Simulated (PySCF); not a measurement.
# C4H4F2S: the cost of one run

Computed with PySCF 2.14.0, with density-fitted response routines of our own, on a single molecule in the gas phase. Atoms are numbered from 0 throughout.

## (1) Starting geometry

11 atoms, charge 0, multiplicity 1; geometry from: GFN2-xTB.

Bonds of the start (Å): F0–C1 1.36, C1–S2 1.82, S2–C3 1.72, C3–C4 1.30, C4–F5 1.32, C4–C6 1.49, C6–C3 1.53, C1–H7 1.09, C1–H8 1.09, C6–H9 1.09, C6–H10 1.09.

## (2) Excited states and response: PBE0/def2-SVPD

The job: settings as JSON, then the geometry in Å.

```
{"job": {"kind": "uv", "xc": "PBE0", "basis": "def2-SVPD", "nstates": 8, "ntriplets": 3}, "charge": 0, "multiplicity": 1}
F      1.808115    -1.471388    -0.564564
C      1.955673    -0.185906    -0.150721
S      1.039035     0.129242     1.394232
C     -0.545222     0.154954     0.731612
C     -1.840338     0.147809     0.820226
F     -2.936637     0.155828     1.550816
C     -1.326206     0.194300    -0.579156
H      3.014224    -0.013423     0.055758
H      1.577418     0.466910    -0.941084
H     -1.363033    -0.695955    -1.198584
H     -1.377604     1.120299    -1.144498
```

Level: TDDFT PBE0/def2-SVPD, vertical, gas phase, core orbitals frozen in the response.

Run with:

```
OMP_NUM_THREADS=1 python probes_run.py task.json out
```

This one command runs all jobs of the session in turn.

**Question.** How long does this first job take on 1 thread of Arm Neoverse V2, shared host, and how much memory does it need?

About 23 s, with a peak of 0.76 GiB.
